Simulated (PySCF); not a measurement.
**C2H7BN2: NMR shifts, electronic excitations and K edges in gas and solvents**

Aim: compute the NMR shifts, electronic excitations and K edges of C2H7BN2 (`B1NCCN1`), and see what a dielectric continuum does where one was used.

The runs use PySCF 2.14.0, with density-fitted response routines of our own; the level of theory stands in each step. All values are computed, except where a source is named. Atoms count from 0, in the outputs and in this text.

## 1. The molecule as given

12 atoms, charge 0, multiplicity 1; geometry from: GFN2-xTB. The atoms were then displaced at random by about 0.01 Å, so the start is not that level's minimum.

Bonds of the start (Å): B0–N1 1.38, N1–C2 1.44, C2–C3 1.50, C3–N4 1.47, N4–B0 1.39, B0–H5 1.20, N1–H6 1.01, C2–H7 1.12, C2–H8 1.08, C3–H9 1.11, C3–H10 1.09, N4–H11 0.99.

## 2. Optimising the geometry at PBE0-D3(BJ)/def2-SVP

The job: settings as JSON, then the geometry in Å.

```
{"job": {"xc": "PBE0", "basis": "def2-SVP", "d3": "d3bj", "grid": 1, "shake": 0.01, "kind": "geom"}, "charge": 0, "multiplicity": 1}
B     -0.922010     1.046530    -0.128840
N      0.447890     1.167190    -0.221140
C      1.089920    -0.108550    -0.048840
C     -0.017080    -1.096780     0.179430
N     -1.242550    -0.284000     0.094070
H     -1.711500     1.947950    -0.240800
H      1.049590     1.967450    -0.382380
H      1.805150    -0.080930     0.817610
H      1.699690    -0.371570    -0.905940
H      0.025840    -1.593760     1.171590
H     -0.067400    -1.886230    -0.577210
H     -2.117830    -0.735570     0.233430
```

Command:

```bash
$ OMP_NUM_THREADS=1 python probes_run.py task.json out
```

One launch serves the whole session: the jobs run in the order shown.

Output:

```text
step   0  E = -214.43461089  max force = 0.035158
step   1  E = -214.43937178  max force = 0.006816
step   2  E = -214.43948776  max force = 0.002100
step   3  E = -214.43949262  max force = 0.001864
step   4  E = -214.43950490  max force = 0.000382
optimisation converged
```

It took 14 s on 1 thread of Arm Neoverse V2, shared host; peak memory 0.44 GiB.

Relaxation path:

```tsv
step	energy from step 0 (eV)	largest force component (eV/Å)
0	0.0000	1.8079
1	-0.1296	0.3505
2	-0.1327	0.1080
3	-0.1328	0.0959
4	-0.1332	0.0196
```

Distances of close pairs at the start and the end, largest changes first:

```tsv
bond	before (Å)	after (Å)	change (Å)
C2–C3	1.501	1.552	+0.050
B0–N1	1.378	1.413	+0.035
B0–N4	1.387	1.413	+0.027
C3–N4	1.473	1.450	-0.023
C2–H8	1.084	1.105	+0.021
C2–H7	1.124	1.106	-0.018
N4–H11	0.995	1.007	+0.013
C3–H10	1.095	1.106	+0.011
```

The final coordinates are the input of the step that follows.

```tsv
at the end point	value
point group (found at 0.08 Å tolerance)	C2v
rotational constants (GHz, main isotopes)	7.794, 7.368, 3.976
dipole moment (D)	1.30
```

## 3. Nuclear shieldings: PBE0/pcSseg-1 in acetonitrile

The job: settings as JSON, then the geometry in Å.

```
{"job": {"kind": "nmr", "xc": "PBE0", "basis": "pcSseg-1", "solvent": "acetonitrile", "pop": true}, "charge": 0, "multiplicity": 1}
B     -0.794792     0.983706    -0.166695
N      0.607462     1.113369    -0.281178
C      1.275722    -0.161328    -0.115224
C      0.125491    -1.179572     0.103435
N     -1.083063    -0.380176     0.065482
H     -1.600833     1.876977    -0.253017
H      1.149479     1.945977    -0.448039
H      1.967633    -0.157656     0.747593
H      1.878971    -0.433494    -1.000284
H      0.243788    -1.707301     1.067684
H      0.132854    -1.956350    -0.683480
H     -1.979924    -0.818672     0.199437
```

Method: GIAO PBE0/pcSseg-1 NMR shielding, non-relativistic, IEF-PCM acetonitrile.

Output:

```text
coarse grid: 9728 points
cycle   1  E = -214.5024144115  dE =  6.018e-01  |g| = 4.031e-01  |ddm| = 2.941e+00
cycle   2  E = -214.4915085066  dE =  1.091e-02  |g| = 4.825e-01  |ddm| = 6.489e-01
cycle   3  E = -214.5412542045  dE = -4.975e-02  |g| = 4.845e-02  |ddm| = 3.488e-01
cycle   4  E = -214.5417182547  dE = -4.641e-04  |g| = 1.514e-02  |ddm| = 4.187e-02
cycle   5  E = -214.5417740186  dE = -5.576e-05  |g| = 2.906e-03  |ddm| = 1.311e-02
cycle   6  E = -214.5417756915  dE = -1.673e-06  |g| = 6.584e-04  |ddm| = 2.304e-03
final grid: 93216 points
cycle   7  E = -214.5654594667  dE = -2.330e-05  |g| = 7.873e-03  |ddm| = 2.007e-02
cycle   8  E = -214.5654517109  dE =  7.756e-06  |g| = 9.988e-03  |ddm| = 1.274e-02
cycle   9  E = -214.5654742504  dE = -2.254e-05  |g| = 5.900e-04  |ddm| = 6.808e-03
cycle  10  E = -214.5654743229  dE = -7.248e-08  |g| = 2.102e-04  |ddm| = 4.783e-04
cycle  11  E = -214.5654743316  dE = -8.728e-09  |g| = 3.487e-05  |ddm| = 1.339e-04
cycle  12  E = -214.5654743318  dE = -2.448e-10  |g| = 1.556e-05  |ddm| = 4.072e-05
converged SCF energy = -214.5654743318

GIAO shielding tensors (ppm)
atom      isotropic    diamagn.    paramagn.     s11        s22        s33       span
  0 B       76.703     196.592    -119.889     58.168     66.081    105.859     47.691
  1 N      184.587     320.911    -136.324    116.608    185.550    251.604    134.996
  2 C      138.135     244.963    -106.828    114.118    133.958    166.329     52.211
  3 C      138.065     244.804    -106.739    113.904    133.977    166.315     52.411
  4 N      184.594     320.709    -136.115    116.590    185.478    251.714    135.125
  5 H       27.219      29.858      -2.639     25.976     26.046     29.636      3.659
  6 H       28.606      31.107      -2.500     22.120     26.162     37.536     15.416
  7 H       27.726      28.737      -1.011     23.234     26.042     33.903     10.669
  8 H       27.741      28.609      -0.868     23.355     26.035     33.833     10.478
  9 H       27.731      28.799      -1.068     23.338     26.031     33.823     10.484
 10 H       27.727      28.680      -0.953     23.229     26.054     33.897     10.668
 11 H       28.606      31.288      -2.682     22.128     26.155     37.534     15.405
```

It took 7.7 s on 1 thread of Arm Neoverse V2, shared host; peak memory 0.62 GiB.

Shifts follow as δ = σ(reference) − σ, with reference shieldings (ppm) from runs at the same level and on the same kind of geometry: 1H TMS 31.24, 13C TMS 185.5, 15N NH3 268.5, 11B BF3·OEt2 101.4. The references are single molecules in the same continuum, so shifts against H2O, NH3, PH3, H3PO4 or CFCl3 are not on the usual liquid scales and can be off by tens of ppm. Atoms listed in one row are averaged.

```tsv
atoms	environment	σ (ppm)	δ (ppm)
C2, C3	sp3 CH2 bonded to N	138.1	47.4
H5	hydrogen on a boron bonded to 2 N, in a 5-membered ring	27.22	4.02
H7, H8, H9, H10	hydrogen on an sp3 CH2 bonded to N	27.73	3.51
H6, H11	hydrogen on a nitrogen bonded to C, B, in a 5-membered ring	28.61	2.63
B0	boron bonded to 2 N, H, in a 5-membered ring	76.7	24.7
N1, N4	nitrogen bonded to C, B, H, in a 5-membered ring	184.6	83.9
```

Charges from the same density, by scheme (e):

```tsv
atoms	Mulliken	IAO	Hirshfeld	ESP fit
B0	0.35	0.10	0.10	0.05
N1, N4	-0.56	-0.44	-0.21	-0.43
C2, C3	-0.05	-0.15	-0.02	0.08
```

Mayer bond orders: B0–N1 1.19, N1–C2 0.96, C2–C3 1.04, C3–N4 0.95, N4–B0 1.19.

Ring of atoms B0, N1, C2, C3, N4: NICS(0) -4.9, NICS(1) -1.4, NICS(1)zz -2.5 ppm (means of both faces).

## 4. NMR shieldings: PBE0/pcSseg-1 in chloroform

Settings changed since step 3:

```diff
@@ -1,2 +1,2 @@
-{"job": {"kind": "nmr", "xc": "PBE0", "basis": "pcSseg-1", "solvent": "acetonitrile", "pop": true}, "charge": 0, "multiplicity": 1}
+{"job": {"kind": "nmr", "xc": "PBE0", "basis": "pcSseg-1", "solvent": "chloroform", "pop": false}, "charge": 0, "multiplicity": 1}
 B     -0.794792     0.983706    -0.166695
```

Level: GIAO PBE0/pcSseg-1 NMR shielding, non-relativistic, IEF-PCM chloroform.

Output:

```text
coarse grid: 9728 points
cycle   1  E = -214.5002160870  dE =  6.039e-01  |g| = 4.066e-01  |ddm| = 2.941e+00
cycle   2  E = -214.4883857909  dE =  1.183e-02  |g| = 4.896e-01  |ddm| = 6.656e-01
cycle   3  E = -214.5397790731  dE = -5.139e-02  |g| = 4.872e-02  |ddm| = 3.598e-01
cycle   4  E = -214.5402455185  dE = -4.664e-04  |g| = 1.553e-02  |ddm| = 4.267e-02
cycle   5  E = -214.5403041645  dE = -5.865e-05  |g| = 2.927e-03  |ddm| = 1.346e-02
cycle   6  E = -214.5403058704  dE = -1.706e-06  |g| = 6.279e-04  |ddm| = 2.303e-03
final grid: 93216 points
cycle   7  E = -214.5640014676  dE = -2.307e-05  |g| = 7.910e-03  |ddm| = 2.005e-02
cycle   8  E = -214.5639932368  dE =  8.231e-06  |g| = 1.012e-02  |ddm| = 1.298e-02
cycle   9  E = -214.5640163867  dE = -2.315e-05  |g| = 5.827e-04  |ddm| = 6.962e-03
cycle  10  E = -214.5640164574  dE = -7.073e-08  |g| = 2.110e-04  |ddm| = 4.790e-04
cycle  11  E = -214.5640164662  dE = -8.793e-09  |g| = 3.499e-05  |ddm| = 1.346e-04
cycle  12  E = -214.5640164664  dE = -2.393e-10  |g| = 1.599e-05  |ddm| = 4.096e-05
converged SCF energy = -214.5640164664

GIAO shielding tensors (ppm)
atom      isotropic    diamagn.    paramagn.     s11        s22        s33       span
  0 B       76.588     196.522    -119.935     58.528     65.346    105.888     47.360
  1 N      184.809     320.788    -135.979    117.677    184.934    251.816    134.139
  2 C      138.064     244.907    -106.843    114.166    133.848    166.179     52.013
  3 C      137.997     244.757    -106.759    113.956    133.870    166.166     52.210
  4 N      184.818     320.590    -135.772    117.662    184.863    251.927    134.265
  5 H       27.187      29.746      -2.559     25.939     25.979     29.644      3.706
  6 H       28.749      31.204      -2.454     22.256     26.369     37.623     15.368
  7 H       27.755      28.769      -1.014     23.266     26.076     33.922     10.657
  8 H       27.772      28.641      -0.869     23.389     26.072     33.854     10.465
  9 H       27.762      28.835      -1.073     23.373     26.068     33.845     10.472
 10 H       27.755      28.711      -0.956     23.260     26.088     33.917     10.657
 11 H       28.749      31.386      -2.637     22.264     26.362     37.621     15.357
```

It took 6.5 s on 1 thread of Arm Neoverse V2, shared host; peak memory 0.59 GiB.

In short: δ C2 47.1, B0 24.6, N1 83.0, H5 4.06, H7 3.49 ppm (means over like atoms).

## 5. Ultraviolet spectrum: CAM-B3LYP/def2-SVPD

Settings changed since step 4:

```diff
@@ -1,2 +1,2 @@
-{"job": {"kind": "nmr", "xc": "PBE0", "basis": "pcSseg-1", "solvent": "chloroform", "pop": false}, "charge": 0, "multiplicity": 1}
+{"job": {"kind": "uv", "xc": "CAM-B3LYP", "basis": "def2-SVPD", "dynamic": true, "nstates": 6, "ntriplets": 0}, "charge": 0, "multiplicity": 1}
 B     -0.794792     0.983706    -0.166695
```

Method: TDDFT CAM-B3LYP/def2-SVPD, vertical, gas phase, core orbitals frozen in the response.

Output:

```text
coarse grid: 9728 points
cycle   1  E = -214.5193311451  dE =  7.090e-01  |g| = 4.007e-01  |ddm| = 4.983e+00
cycle   2  E = -214.5230510383  dE = -3.720e-03  |g| = 4.136e-01  |ddm| = 8.150e-01
cycle   3  E = -214.5588922363  dE = -3.584e-02  |g| = 3.788e-02  |ddm| = 4.228e-01
cycle   4  E = -214.5592216480  dE = -3.294e-04  |g| = 1.287e-02  |ddm| = 8.952e-02
cycle   5  E = -214.5592638172  dE = -4.217e-05  |g| = 2.159e-03  |ddm| = 2.837e-02
cycle   6  E = -214.5592652134  dE = -1.396e-06  |g| = 4.142e-04  |ddm| = 7.258e-03
final grid: 93216 points
cycle   7  E = -214.5927870743  dE = -2.426e-05  |g| = 3.714e-03  |ddm| = 5.980e-02
cycle   8  E = -214.5927865160  dE =  5.583e-07  |g| = 4.219e-03  |ddm| = 9.773e-03
cycle   9  E = -214.5927903095  dE = -3.794e-06  |g| = 1.818e-04  |ddm| = 4.036e-03
cycle  10  E = -214.5927903166  dE = -7.109e-09  |g| = 1.265e-04  |ddm| = 5.271e-04
cycle  11  E = -214.5927903204  dE = -3.851e-09  |g| = 2.236e-05  |ddm| = 2.196e-04
cycle  12  E = -214.5927903206  dE = -1.334e-10  |g| = 7.158e-06  |ddm| = 5.772e-05
converged SCF energy = -214.5927903206

Static polarisability (au): isotropic 51.907, principal 41.950 55.082 58.690

Singlet excitations
state   eV       nm        f      main configurations
  1   5.5470    223.5   0.00000   H->L 0.94
  2   6.4099    193.4   0.00427   H->L+2 0.87
  3   6.5997    187.9   0.06865   H->L+3 0.98
  4   6.6628    186.1   0.00001   H->L+1 0.90
  5   7.2850    170.2   0.03355   H->L+4 0.92
  6   7.3312    169.1   0.00001   H->L+5 0.46, H->L+7 0.44
```

It took 14 s on 1 thread of Arm Neoverse V2, shared host; peak memory 0.71 GiB.

Frontier orbitals and where they lie:

```tsv
orbital	eV	atoms
HOMO−3	-11.66	C3 29 %, C2 29 %, N1 9 %
HOMO−2	-11.00	B0 35 %, H5 31 %, N4 7 %
HOMO−1	-9.75	N1 26 %, N4 26 %, B0 16 %
HOMO	-7.37	N4 32 %, N1 32 %, C2 6 %
LUMO	1.21	B0 46 %, C2 8 %, C3 8 %
LUMO+1	2.04	B0 20 %, C2 15 %, C3 15 %
LUMO+2	2.12	H6 14 %, H11 14 %, C3 11 %
```

With each of the 6 states as a Gaussian band of 0.4 eV half-width at 1/e, the curve within the window shown has maxima at 187 nm (ε 3,000) L/(mol cm). Beyond the last state computed it falls off for lack of states. The curve at chosen wavelengths:

nm, ε (L/mol/cm) and a bar:
```
      162        646 ######
      166       1183 ############
      169       1464 ###############
      173       1639 ################
      176       1803 ##################
      180       2270 #######################
      183       2699 ###########################
      187       2991 ##############################
      190       2836 ############################
      194       2210 ######################
      197       1617 ################
      201        918 #########
      204        543 #####
      208        240 ##
      211        120 #
      215         44 
      218         19 
      222          6 
      225          2 
      229          1 
      232          0 
      236          0 
      239          0 
      243          0 
      246          0 
      250          0
```

Ground-state properties from the same run:

```tsv
property	computed
dipole moment (D)	1.26
polarisability (Å³)	7.69
HOMO–LUMO gap (eV)	8.58
−ε(HOMO) (eV)	7.37
C6 with itself (au)	1176
```

(Part 1 of 2 ends here.)
